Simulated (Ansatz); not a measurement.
# TiHO+ (triplet): the correlation ladder, def2-TZVPP

An exercise on one series of results from a longer session: the logs are not shown, and one member is left open.

Method: def2-TZVPP, core rule «outside noble gas», up to 10 orbitals frozen; program: Ansatz 0.2.0, Gaussian basis.

To be run: UHF; ROHF; CCSD(T) on UHF.

### The system

The geometry is a PBE0/def2-TZVP stationary point (not a proven minimum) of the parent state, kept for this charge and spin.

3 atoms, charge 1, spin multiplicity 3.

Atoms are counted from 1 here; the program's logs count them from 0.

Bond lengths: Ti1–O2 1.831 Å, O2–H3 0.957 Å. Angles: Ti1–O2–H3 136.2°.

Set-up of the first run:

File in.yaml:

```yaml
crystal:
  periodic: [false, false, false]
  atoms:
    - {symbol: Ti, position_ang: [0.000000, -0.139457, 1.461137]}
    - {symbol: O, position_ang: [0.000000, -0.241665, -0.367054]}
    - {symbol: H, position_ang: [0.000000, 0.381123, -1.094084]}
basis:
  gaussian: {orbitals: def2-TZVPP}
total_charge: 1
magnetization: {spin_polarized: true, initial_magnetization: 2}
hamiltonian: {xc: hf}
output: {orbitals: {seedname: orbitals}}
```

Command:

```console
$ ansatz run in.yaml --threads 1 --pin off --events-out ev --progress --plain --max-ram 4096MiB --backend cpu
```

Among the steps run: UHF; ROHF; CCSD(T) on UHF.

One of the session's tables, all rows but one given; the rest of the session is left out.

It belongs to the step «Misses and costs». 

| method | from UCCSD(T) (kJ/mol) |
| --- | --- |
| ROHF | +811.4 |
| UHF | +799.2 |
| UMP2 | +42.1 |
| UCCSD | ? |
| UCCSD(T) | 0 |

**Question.** Estimate the row for UCCSD.

The run gave: from UCCSD(T) (kJ/mol): +32.3. In the column «from UCCSD(T) (kJ/mol)» it lies between UCCSD(T) (0) and UMP2 (+42.1).
